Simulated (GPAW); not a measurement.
Here is a GPAW 26.7.0 calculation.

Contents of run.py:

```python
from ase import Atoms
from ase.dft.bandgap import bandgap
from ase.io import write
from ase.units import GPa
from ase.parallel import parprint
from gpaw import GPAW, PW

atoms = Atoms(['Cs', 'Li', 'Cr', 'Cr', 'Te', 'Te', 'S', 'S', 'S'],
              cell=[[3.42162, -5.18069, 0.00784],
                    [3.42162, 5.18069, 0.00784],
                    [-2.90411, 0.0, 7.43093]],
              scaled_positions=[[0.09374, 0.09374, 0.00853],
                                [0.58875, 0.58875, 0.55336],
                                [0.05646, 0.46755, 0.5579],
                                [0.46755, 0.05646, 0.5579],
                                [0.56486, 0.87357, 0.29035],
                                [0.87357, 0.56486, 0.29035],
                                [0.81151, 0.39697, 0.73347],
                                [0.39697, 0.81151, 0.73347],
                                [0.21404, 0.21404, 0.48371]],
              pbc=True)
atoms.set_initial_magnetic_moments([0.0, 0.0, 3.0, 3.0, 0.0, 0.0, 0.0, 0.0, 0.0])

calc = GPAW(mode=PW(800),
            xc='PBE',
            kpts={'size': (4, 4, 3), 'gamma': True},
            occupations={'name': 'fermi-dirac', 'width': 0.05},
            nbands=49,
            convergence={'density': 1e-05, 'energy': 1e-05},
            maxiter=150,
            txt='gpaw.txt')
atoms.calc = calc
energy = atoms.get_potential_energy()
forces = atoms.get_forces()
stress = atoms.get_stress()
calc.write('gs.gpw')
write('result.traj', atoms)
parprint(f'Energy: {energy:.6f} eV')
parprint('Forces (eV/A):')
parprint(forces.round(4))
parprint('Stress (GPa):', (stress / GPa).round(3))
parprint('Moments:', calc.get_magnetic_moments().round(3))
parprint('Fermi level:', round(calc.get_fermi_level(), 4), 'eV')
parprint(f'Gap: {bandgap(calc)[0]:.4f} eV, direct: {bandgap(calc, direct=True)[0]:.4f} eV')
```

Potentials or basis: GPAW PAW data sets (gpaw-data 1.2.1), pw.

Command:

```sh
$ OMP_NUM_THREADS=1 mpirun -n 8 gpaw python run.py
```

(1) What does it give for the site moments?

(2) Predict the band gap on the k mesh.

Results:

(1) Cs -0.00; Li +0.00; Cr +2.20; Te -0.16; S -0.07 μB.

(2) none (metal or under the smearing width).

Caveat: only a ferromagnetic start was run, and an antiferromagnetic order may lie lower in energy.
